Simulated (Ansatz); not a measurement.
# BGeH7Si: rigid scan of one bond length in Python

How does the energy of BGeH7Si change as one bond is stretched? Wanted for BGeH7Si: a rigid scan of one bond length. SMILES: [BH2][GeH2][SiH3].

All numbers are computed with the Python package of Ansatz 0.2.0. Level of theory: B3LYP/def2-SVP.

**1. The structure**

Bond lengths: B1–Ge2 1.971 Å, Ge2–Si3 2.293 Å, B1–H4 1.118 Å, B1–H5 1.245 Å, Ge2–H6 1.564 Å, Ge2–H7 1.559 Å, Si3–H8 1.543 Å, Si3–H9 1.503 Å, Si3–H10 1.439 Å. Angles (14 of 15 angles, heavy atoms first): B1–Ge2–Si3 107.2°, B1–Ge2–H6 110.4°, B1–Ge2–H7 111.2°, Si3–Ge2–H6 110.4°, Si3–Ge2–H7 109.1°, Ge2–B1–H4 121.4°, Ge2–B1–H5 119.2°, Ge2–Si3–H8 108.6°, Ge2–Si3–H9 109.8°, Ge2–Si3–H10 111.3°, H6–Ge2–H7 108.6°, H4–B1–H5 119.4°, H8–Si3–H9 107.5°, H8–Si3–H10 108.6°.

No structure file is read: the coordinates are typed or built in the script.

**2. Script**

Input file run_scan.py:

```python
"""Potential curve of BGeH7Si along one bond."""

import ansatz
import numpy as np


def main() -> None:
    bgeh7si = (
        ansatz.Crystal.molecule()
        .atom("B", [-1.7758, 0.547, -0.3853])
        .atom("Ge", [0.1639, 0.8547, -0.218])
        .atom("Si", [1.1103, -1.1291, 0.4357])
        .atom("H", [-2.2271, -0.4535, -0.1728])
        .atom("H", [-2.5099, 1.4851, -0.7478])
        .atom("H", [0.4496, 1.9689, 0.8411])
        .atom("H", [0.7842, 1.2928, -1.5795])
        .atom("H", [2.6339, -0.9262, 0.5758])
        .atom("H", [0.5821, -1.5236, 1.7859])
        .atom("H", [0.8719, -2.1671, -0.5321])
    )

    symbols = [site.symbol for site in bgeh7si.cartesian_sites]
    start = np.array([site.position_ang for site in bgeh7si.cartesian_sites])
    axis = (start[7] - start[2]) / np.linalg.norm(start[7] - start[2])
    moving = [7]
    lengths, energies = [1.358, 1.42, 1.482, 1.543, 1.605, 1.667, 1.729, 1.821], []
    for length in lengths:
        xyz = start.copy()
        xyz[moving] += (length - np.linalg.norm(start[7] - start[2])) * axis
        point = ansatz.Crystal.molecule()
        for symbol, place in zip(symbols, xyz):
            point = point.atom(symbol, place.tolist())
        job = point.calculation().basis(gaussian="def2-SVP").functional("b3lyp")
        rep = job.run(threads=1).report
        energies.append(rep["free_energy_ev"])
        print(f"r = {length:6.3f} A  E = {energies[-1]:.5f} eV  <S^2> = {abs(rep['mean_field']['state']['spin_squared']):.3f}")

    # quartic fit about the minimum
    fit = np.polynomial.Polynomial.fit(lengths, np.array(energies) - min(energies), 4).convert()
    roots = [r.real for r in fit.deriv().roots() if abs(r.imag) < 1e-9 and fit.deriv(2)(r.real) > 0]
    r_e = min(roots, key=lambda r: abs(r - lengths[int(np.argmin(energies))]))
    print(f"minimum of the fit at {r_e:.4f} A, force constant {fit.deriv(2)(r_e):.2f} eV/A^2")


if __name__ == "__main__":
    main()
```

**3. The calls as engine input**

The package turns the script's settings into the engine's input (first run):

```yaml
crystal:
  periodic: [false, false, false]
  atoms:
    - { symbol: B, position_ang: [-1.7758, 0.547, -0.3853] }
    - { symbol: Ge, position_ang: [0.1639, 0.8547, -0.218] }
    - { symbol: Si, position_ang: [1.1103, -1.1291, 0.4357] }
    - { symbol: H, position_ang: [-2.2271, -0.4535, -0.1728] }
    - { symbol: H, position_ang: [-2.5099, 1.4851, -0.7478] }
    - { symbol: H, position_ang: [0.4496, 1.9689, 0.8411] }
    - { symbol: H, position_ang: [0.7842, 1.2928, -1.5795] }
    - { symbol: H, position_ang: [2.4508588170696313, -0.950575857191239, 0.5589687649458226] }
    - { symbol: H, position_ang: [0.5821, -1.5236, 1.7859] }
    - { symbol: H, position_ang: [0.8719, -2.1671, -0.5321] }
basis:
  gaussian:
    orbitals: def2-SVP
hamiltonian:
  xc: b3lyp
```

**4. The run**

The run is started by

```
$ python run_scan.py
```

Q: Predict the main results. Wanted: range of energy; lowest point, distance.

The runs gave:

| quantity | value |
| --- | --- |
| bond length at the fit's minimum | 1.4971 Å |
| runs compared | 8 |
| range of energy | 0.581 eV |
| lowest point, distance (Å) | 1.48 |

What this shows: The lowest point, at 1.48, lies inside the range. The ends stand 0.204 and 0.581 eV above it. The distance scanned is the script's pair 2, 7. Reading the output:
- The rest of the molecule is held rigid at a force-field or estimated start geometry, and the basis set is modest; single-reference methods fail as a bond breaks.
- b3lyp holds the VWN-RPA fit, as in Gaussian; the form of ORCA and Turbomole is b3lyp5.
- The orbitals are restricted, so S² is zero by construction.
